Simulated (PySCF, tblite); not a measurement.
# C₅H₁₀SSi: geometry, infrared bands and NMR shifts

What infrared bands and NMR shifts should C₅H₁₀SSi (`C=C[SiH2]/C=C/SC`) show?

Computed with tblite 0.8.0 and PySCF 2.14.0, with density-fitted response routines of our own, on a single molecule in the gas phase. Atoms are numbered from 0 throughout.

## Step 1: Starting geometry

17 atoms, charge 0, multiplicity 1; geometry from: force field or distance geometry start.

Bonds of the start (Å): C0–C1 1.32, C1–Si2 1.86, Si2–C3 1.83, C3–C4 1.33, C4–S5 1.77, S5–C6 1.79, C0–H7 1.11, C0–H8 1.08, C1–H9 1.09, Si2–H10 1.46, Si2–H11 1.46, C3–H12 1.08, C4–H13 1.08, C6–H14 1.12, C6–H15 1.09, C6–H16 1.12.

## Step 2: Optimising the geometry with GFN2-xTB

What the job is given:

```
{"job": {"kind": "relax", "xc": "GFN2-xTB", "basis": "xTB"}, "charge": 0, "multiplicity": 1}
C     -1.971200     2.166600    -0.719900
C     -2.426900     1.174300     0.027600
Si    -1.724500    -0.510800    -0.342900
C      0.065200    -0.590700     0.049800
C      0.536900     0.323500     0.899100
S      2.229200     0.422200     1.411100
C      3.280100    -0.449800     0.250200
H     -2.308500     3.209800    -0.582100
H     -1.253100     1.961300    -1.501500
H     -3.146000     1.323200     0.835500
H     -2.536500    -1.499300     0.357500
H     -1.855800    -0.666100    -1.789700
H      0.717800    -1.355900    -0.341000
H     -0.144400     1.068800     1.279200
H      4.308100    -0.476700     0.683600
H      3.286700     0.073400    -0.700300
H      2.935800    -1.512200     0.174000
```

Command:

```bash
OMP_NUM_THREADS=1 python probes_run.py task.json out
```

One launch serves the whole session: the jobs run in the order shown.

**Question.** This job is followed by: GFN2-xTB harmonic vibrations, gas phase; GIAO PBE0/pcSseg-1 NMR shielding, non-relativistic, gas phase. Predict these results of the whole session: strongest single infrared mode (GFN2-xTB); zero-point energy (GFN2-xTB); 13C shifts against TMS (PBE0/pcSseg-1); 1H shifts against TMS (PBE0/pcSseg-1, means over atoms taken as alike); 29Si shifts against TMS (PBE0/pcSseg-1); 33S shifts against CS2 (PBE0/pcSseg-1).

As calculated:

```
                                                              quantity                                         value
                             strongest single infrared mode (GFN2-xTB)                         2188 cm⁻¹, 443 km/mol
                                          zero-point energy (GFN2-xTB)                                 79.8 kcal/mol
                                13C shifts against TMS (PBE0/pcSseg-1)          153.8, 146.7, 136.4, 112.8, 17.4 ppm
1H shifts against TMS (PBE0/pcSseg-1, means over atoms taken as alike)  6.88, 6.82, 6.50, 6.26, 5.21, 4.75, 2.22 ppm
                               29Si shifts against TMS (PBE0/pcSseg-1)                                     -59.7 ppm
                                33S shifts against CS2 (PBE0/pcSseg-1)                                        54 ppm
```

What this shows: The optimisation took 133 steps and gained 0.367 eV; among the close pairs (by a distance rule), Si2–C3 changed most, from 1.834 to 1.879 Å. The lowest mode is slightly imaginary (12i cm⁻¹), a soft motion within the noise of the Hessian, so the minimum is not strictly shown. The strongest single mode, at 2188 cm⁻¹, moves mainly H11 and H10. Unscaled tight-binding wavenumbers are off by several per cent, some by more. Its intensities can rank the bands wrongly. At PBE0/pcSseg-1: Shielding is most anisotropic at S5 (span 429 ppm, paramagnetic term -606 ppm).
